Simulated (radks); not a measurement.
# Nuclear size and the levels of Ge

One table from this session's results is given with a row withheld; the runs are named, their logs left out.

Method: Dirac Kohn-Sham, BLYP, spin-unpolarised, spherical densities, finite nucleus; open shells fill j = l - 1/2 first. Code: radks (a radial shooting solver on a logarithmic mesh, Libxc functionals) version 1.

**The atom as given**

```
element            : germanium (Z = 32)
charge             : 0
electrons          : 32
configuration      : [Ar] 3d10 4s2 4p2
nuclear rms radius : 4.0742 fm
```

The first run:

The run's settings:

```text
Z 32
configuration [Ar] 3d10 4s2 4p2 5s0 4d0
relativity Dirac
functional b88,lyp
spin unpolarised
j_filling energy
nucleus finite rms 4.0742 fm
c 137.035999084
```

Steps of the session up to this table: rms radius 4.0742 fm.

One table of the session follows, with a row left open; its other results are not shown here.

Sizes of the orbitals, from the radial functions (bohr):

| level | <r> | outermost maximum (interpolated) | 90 % within | nodes |
| --- | --- | --- | --- | --- |
| 3s1/2 | 0.6242 | 0.542 | 0.934 | 2 |
| 3p1/2 | 0.6399 | 0.537 | 0.985 | 1 |
| 3p3/2 | 0.6506 | 0.546 | 1.00 | 1 |
| 3d3/2 | 0.7342 | 0.501 | 1.25 | 0 |
| 3d5/2 | 0.7396 | 0.504 | 1.26 | 0 |
| 4s1/2 | ? | ? | ? | ? |
| 4p1/2 | 2.885 | 2.18 | 4.59 | 2 |
| 4p3/2 | 2.949 | 2.22 | 4.69 | 2 |

Q: Estimate the row for 4s1/2 from the others.

The run gave: <r>: 2.112; outermost maximum (interpolated): 1.73; 90 % within: 3.20; nodes: 3. In the column «<r>» it lies between 3d5/2 (0.7396) and 4p1/2 (2.885).
